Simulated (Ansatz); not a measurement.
# GeNH₂ (quartet): wave-function methods side by side, cc-pVDZ

Aim: climb from Hartree-Fock through coupled cluster and multireference methods for GeNH₂ (quartet) at one geometry and basis, and see what each rung misses.

Program: Ansatz 0.2.0, Gaussian basis. Level of theory: cc-pVDZ, core rule «outside noble gas», up to 15 orbitals frozen. These are calculated values, not measurements.

Plan: UHF; CCSD(T) on ROHF; CCSD(T) on UHF; BCCD(T) on ROHF; CISD; CCSDT(Q) on ROHF; CCSDT(Q) on UHF; CASSCF and MRCISD+Q, 11 electrons in 10 orbitals; CASSCF and NEVPT2, 11 electrons in 10 orbitals.

23 further runs of the same task are left out: 2 for a known fault of the program, 9 that didn't finish, 12 set aside as unsound or not needed.

## 1. The geometry

The geometry is a PBE0/def2-TZVP stationary point (not a proven minimum). No spin-orbit coupling is included. The filled d shell of Ge may be among the frozen orbitals whatever the setting's name suggests; the logs give the count.

4 atoms, charge 0, spin multiplicity 4.

Atoms are counted from 1 here; the program's logs count them from 0.

Bond lengths: Ge1–N2 1.931 Å, Ge1–H3 1.558 Å, N2–H4 1.027 Å. Angles: N2–Ge1–H3 110.8°, Ge1–N2–H4 110.3°.

Coordinates:

```xyz
4

Ge    0.0025    0.0446    0.3220
N    -0.0742   -0.1716   -1.5955
H     0.2844   -1.3181    1.0220
H     0.5668    0.4872   -2.0539
```

## 2. UHF

Input file in.yaml:

```yaml
crystal:
  periodic: [false, false, false]
  atoms:
    - {symbol: Ge, position_ang: [0.002496, 0.044611, 0.321966]}
    - {symbol: N, position_ang: [-0.074202, -0.171566, -1.595492]}
    - {symbol: H, position_ang: [0.284433, -1.318092, 1.022012]}
    - {symbol: H, position_ang: [0.566824, 0.487213, -2.053874]}
basis:
  gaussian: {orbitals: cc-pVDZ}
magnetization: {spin_polarized: true, initial_magnetization: 3}
hamiltonian: {xc: hf}
output: {orbitals: {seedname: orbitals}}
```

Run with:

```sh
> ansatz run in.yaml --threads 1 --pin off --events-out ev --progress --plain --max-ram 2393MiB
```

The runs that follow: CCSD(T) on ROHF; CCSD(T) on UHF; BCCD(T) on ROHF; CISD; CCSDT(Q) on ROHF; CCSDT(Q) on UHF; CASSCF and MRCISD+Q, 11 electrons in 10 orbitals; CASSCF and NEVPT2, 11 electrons in 10 orbitals.

**Question.** What will the summary of the whole plan be? Wanted: UCCSDT(Q) below the RHF energy; RMP2 from UCCSDT(Q); UMP2 from UCCSDT(Q); RCCSD from UCCSDT(Q); RCCSD(T) from UCCSDT(Q); UCCSD(T) from UCCSDT(Q); RCCSDT(Q) from UCCSDT(Q); NEVPT2 valence from UCCSDT(Q); MRCISD+Q valence from UCCSDT(Q).

**Answer**, as computed:

| quantity | value |
| --- | --- |
| UCCSDT(Q) below the RHF energy | -6.5919 eV |
| RMP2 from UCCSDT(Q) | +1064.0 meV |
| UMP2 from UCCSDT(Q) | +1072.4 meV |
| RCCSD from UCCSDT(Q) | +225.3 meV |
| RCCSD(T) from UCCSDT(Q) | +52.7 meV |
| UCCSD(T) from UCCSDT(Q) | +43.7 meV |
| RCCSDT(Q) from UCCSDT(Q) | +10.5 meV |
| NEVPT2 valence from UCCSDT(Q) | +961.6 meV |
| MRCISD+Q valence from UCCSDT(Q) | +31.3 meV |
| levels within 1 kcal/mol (43 meV) | RCCSDT, UCCSDT, RCCSDT(Q), MRCISD+Q valence |
| T1 diagnostic | 0.033 |
| effectively unpaired electrons | 3.02 |

What this shows: RCCSD(T) misses by +52.7 meV, 0.8 % of the correlation energy. One determinant dominates. Of the multireference levels listed MRCISD+Q valence comes nearest in total energy (+31.3 meV), which doesn't show that its space is the better one. These misses are within one basis, not against nature; the frozen cores of restricted and unrestricted runs differ, which can shift their rows.
